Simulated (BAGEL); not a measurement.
# SiH3I (SMILES [SiH3]I), run twice

Aim: a single-point energy of SiH3I at NEVPT2(8,7)/x2c-SVPall (DKH2, density fitting with AutoAux, 2 states averaged).

Program for the calculation: BAGEL 1.2.2.

6 further runs of the same task are left out: 2 that didn't finish, 4 set aside as unsound or not needed.

### 1 The system as given

SiH3I has 5 atoms, charge 0, and is taken as a singlet. SMILES: `[SiH3]I`. The coordinates come from a PBE0-D4/def2-TZVP relaxation.

Bond lengths: Si1–I2 2.439 Å, Si1–H3 1.481 Å, Si1–H4 1.481 Å, Si1–H5 1.481 Å. Angles: I2–Si1–H3 108.5°, I2–Si1–H4 108.5°, I2–Si1–H5 108.4°, H3–Si1–H4 110.5°, H3–Si1–H5 110.5°, H4–Si1–H5 110.5°.

### 2 First attempt

The input, nevpt2.json:

```json
{ "bagel": [

{
  "title": "molecule",
  "basis": "6-31g*",
  "df_basis": "x2c-svpall-autoaux.json",
  "dkh": true,
  "finite_nucleus": true,
  "geometry": [
    { "atom": "Si", "xyz": [    -0.31293865,     0.13095802,    -0.14607583 ] },
    { "atom": "I", "xyz": [     3.60503053,    -1.74478413,     1.39423993 ] },
    { "atom": "H", "xyz": [    -2.16260258,     0.16818563,     1.95378784 ] },
    { "atom": "H", "xyz": [    -1.26857315,    -1.42806603,    -2.26464779 ] },
    { "atom": "H", "xyz": [     0.23338118,     2.73443370,    -1.01534985 ] }
  ]
},

{
  "title": "hf"
},

{
  "title": "casscf",
  "nstate": 2,
  "nact": 7,
  "nclosed": 31,
  "nspin": 0,
  "maxiter": 200,
  "natocc": true
},

{
  "title": "nevpt2",
  "nstate": 2,
  "nact": 7,
  "nclosed": 31,
  "nspin": 0,
  "maxiter": 200,
  "natocc": true,
  "ncore": 23,
  "istate": 0
}

]}
```

Run with:

```console
$ BAGEL_NUM_THREADS=1 BAGEL nevpt2.json > nevpt2.out
```

Standard output:

```text
* using 1 threads per process

  ===============================================================
  ===============================================================

  ERROR: EXCEPTION RAISED:  6-31g* cannot be opened. Please see if the file is in <basis library>.
  You can also specify the full path to the basis file.
```

Run time: 0.16 s. Hardware: 1 thread of Arm Neoverse V2, shared host.

### 3 Reading the log

The program refused the input.

The telling line is `ERROR: EXCEPTION RAISED:  6-31g* cannot be opened. Please see if the file is in <basis library>.`. What is wrong: the input names a basis that the program doesn't know.

### 4 Try two

The input, input.json:

```json
{ "bagel" : [

{
  "title" : "molecule",
  "basis" : "x2c-svpall.json",
  "df_basis" : "x2c-svpall-autoaux.json",
  "angstrom" : false,
  "dkh" : true,
  "finite_nucleus" : true,
  "geometry" : [
    { "atom" : "Si", "xyz" : [ -0.31293865,  0.13095802, -0.14607583 ] },
    { "atom" : "I", "xyz" : [  3.60503053, -1.74478413,  1.39423993 ] },
    { "atom" : "H", "xyz" : [ -2.16260258,  0.16818563,  1.95378784 ] },
    { "atom" : "H", "xyz" : [ -1.26857315, -1.42806603, -2.26464779 ] },
    { "atom" : "H", "xyz" : [  0.23338118,  2.73443370, -1.01534985 ] }
  ]
},
{ "title" : "hf" },
{ "title" : "casscf", "nstate" : 2, "nact" : 7, "nclosed" : 31, "maxiter" : 200, "natocc" : true },
{ "title" : "nevpt2", "nstate" : 2, "nact" : 7, "nclosed" : 31, "maxiter" : 200, "natocc" : true, "ncore" : 23, "istate" : 0 }

]}
```

The basis set x2c-SVPall is read from a file made from the Basis Set Exchange's data (not shown).

Run with:

```console
$ BAGEL_NUM_THREADS=1 BAGEL input.json > input.out
```

Standard output:

```text
* using 1 threads per process

  ===============================================================
  ===============================================================

  *** Geometry ***

  { "atom" : "Si", "xyz" : [     -0.312939,      0.130958,     -0.146076 ] },
  { "atom" : "I", "xyz" : [      3.605031,     -1.744784,      1.394240 ] },
  { "atom" : "H", "xyz" : [     -2.162603,      0.168186,      1.953788 ] },
  { "atom" : "H", "xyz" : [     -1.268573,     -1.428066,     -2.264648 ] },
  { "atom" : "H", "xyz" : [      0.233381,      2.734434,     -1.015350 ] },

  Number of auxiliary basis functions:      582

  Since a DF basis is specified, we compute 2- and 3-index integrals:
    o Being stored without compression. Storage requirement is 0.022 GB

  Number of basis functions:       69
  Number of electrons      :       70

    * METHOD: MOLECULE                             0.24

  *** RHF ***

  === Nuclear Repulsion ===
   202.7103162282

      * DIIS with orbital gradients will be used.

  === RHF iteration (x2c-svpall.json) ===
      0      -7037.93509133          0.00760281           0.09
      1      -7037.96719789          0.00233529           0.09
      2      -7037.97069876          0.00083862           0.09
      3      -7037.97112413          0.00007127           0.08
      4      -7037.97112943          0.00001860           0.09
      5      -7037.97112990          0.00000549           0.09
      6      -7037.97112995          0.00000176           0.09
      7      -7037.97112995          0.00000037           0.09
      8      -7037.97112995          0.00000008           0.09
      9      -7037.97112995          0.00000003           0.09
     10      -7037.97112995          0.00000000           0.09
    * SCF iteration converged.

    * Permanent dipole moment:
           (    0.598082,    -0.286298,     0.235155) a.u.

    * METHOD: HF                                   1.26

  ---------------------------
      CASSCF calculation
  ---------------------------

    * nstate   :      2
    * nclosed  :     31
    * nact     :      7
    * nvirt    :     31
  === CASSCF iteration (x2c-svpall.json) ===

    * Using the second-order algorithm

      0  0     -7037.97977006     5.26e-03      0.06
      0  1     -7037.70700748     0.00e+00      0.06

      1  0     -7037.98672649     7.74e-04      0.47
      1  1     -7037.73200978     0.00e+00      0.47

[... 555 lines of this table left out ...]
    187  0     -7037.99907245     9.94e-09      0.43
    187  1     -7037.74481585     0.00e+00      0.43

    * Second-order optimization converged. *

     guess   0:   closed 1111...              open .......
     guess   1:   closed 111....              open ...11..

  === FCI iteration ===

      0  0     -7037.96501864     5.62e-03      0.00
      0  1     -7037.71575805     5.10e-03      0.00

      1  0     -7037.99727571     1.50e-03      0.00
      1  1     -7037.74290696     1.46e-03      0.00

[... 42 lines of this table left out ...]
     16  0 *   -7037.99907245     3.74e-11      0.00
     16  1 *   -7037.74481585     2.34e-11      0.00

     * ci vector, state   0, <S^2> = -0.0000
       2222...     0.9834237455
       22.22..    -0.0571912809
       2.22.2.    -0.0562942730
       .222..2    -0.0504633860
       22b2a..    -0.0503647687
       22a2b..    -0.0503647687

     * ci vector, state   1, <S^2> = 0.0000
       222ba..    -0.6959721256
       222ab..    -0.6959721256
       22ab2..    -0.0650501878
       22ba2..    -0.0650501878

    * METHOD: CASSCF                              85.81

    * freezing 23 orbitals

  === DF-NEVPT2 calculation ===

    * 3-index integral transformation done
    * assembly done

      NEVPT2 state 0 correlation energy:   -0.2203726962      0.06

          (+0)     -0.0496426908
          (+0)'    -0.0500692741
          (+1)     -0.0079366730
          (+1)'    -0.0062574707
          (+2)     -0.0014138573
          (-1)     -0.0312318802
          (-1)'    -0.0245965823
          (-2)     -0.0492242678

      NEVPT2 state 0 total energy:       -7038.2194451476

    * METHOD: NEVPT2                               1.50

  ===============================================================
```

Run time: 89 s. Hardware: 1 thread of Arm Neoverse V2, shared host; peak memory 0.23 GiB.

### 5 What came out

At NEVPT2(8,7)/x2c-SVPall (DKH2, density fitting with AutoAux, 2 states averaged):

| quantity | value |
| --- | --- |
| energy of root 0 | -7038.21945 Eh |
